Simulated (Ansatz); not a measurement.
# F₂H₂O₂Ti: small, medium and large basis sets

One table from this session's results is given with a row withheld; the runs are named, their logs left out.

Method: one geometry, several basis sets; program: Ansatz 0.2.0, Gaussian basis.

The runs, in order: PBE0-D4/def2-SVP; ωB97M-V/def2-SVP; PBE0-D4/def2-QZVPP; ωB97M-V/def2-QZVPP; the functionals' def2-TZVPP values are taken from earlier runs.

### The relaxed structure

The geometry comes from an earlier relaxation with PBE0-D4 in a triple-zeta def2 set; it is a stationary point, not always the lowest conformer.

7 atoms, charge 0, spin multiplicity 1.

Atoms are counted from 1 here; the program's logs count them from 0.

Bond lengths: O1–Ti2 1.778 Å, O1–H6 0.958 Å, Ti2–O3 1.778 Å, Ti2–F4 1.760 Å, Ti2–F5 1.760 Å, O3–H7 0.958 Å. Angles: Ti2–O1–H6 134.9°, O1–Ti2–O3 107.7°, O1–Ti2–F4 110.8°, O1–Ti2–F5 110.8°, O3–Ti2–F4 110.8°, O3–Ti2–F5 110.8°, F4–Ti2–F5 106.1°, Ti2–O3–H7 134.9°.

Set-up of the first run:

File in.yaml:

```yaml
crystal:
  periodic: [false, false, false]
  atoms:
    - {symbol: O, position_ang: [-1.222219, 0.595878, 0.894210]}
    - {symbol: Ti, position_ang: [-0.019904, -0.026724, -0.258344]}
    - {symbol: O, position_ang: [1.418755, -0.509727, 0.668218]}
    - {symbol: F, position_ang: [-0.668469, -1.391718, -1.160259]}
    - {symbol: F, position_ang: [0.390135, 1.197376, -1.454471]}
    - {symbol: H, position_ang: [-2.109247, 0.951158, 0.819845]}
    - {symbol: H, position_ang: [2.272249, -0.884344, 0.445102]}
basis:
  gaussian: {orbitals: def2-SVP}
hamiltonian: {xc: pbe0, dispersion: d4}
output: {orbitals: {seedname: orbitals}}
```

The run is started by

```bash
ansatz run in.yaml --threads 2 --pin off --events-out ev --progress --plain --max-ram 22528MiB --backend cpu
```

Steps of the session up to this table: PBE0-D4 in def2-SVP; ωB97M-V in def2-SVP; PBE0-D4 in def2-QZVPP; ωB97M-V in def2-QZVPP.

One of the session's tables, all rows but one given; the rest of the session is left out.

It belongs to the step «Functionals by basis». 

| functional | basis | HOMO (eV) | LUMO (eV) |
| --- | --- | --- | --- |
| PBE0-D4 | def2-SVP | -9.63 | -2.03 |
| PBE0-D4 | def2-TZVPP | -9.94 | -2.13 |
| PBE0-D4 | def2-QZVPP | -9.96 | -2.14 |
| ωB97M-V | def2-SVP | ? | ? |
| ωB97M-V | def2-TZVPP | -12.39 | 0.20 |
| ωB97M-V | def2-QZVPP | -12.41 | 0.16 |

Estimate the missing values for ωB97M-V, def2-SVP.

As computed: HOMO (eV): -12.04; LUMO (eV): 0.35. In the column «HOMO (eV)» it lies between ωB97M-V, def2-TZVPP (-12.39) and PBE0-D4, def2-QZVPP (-9.96).
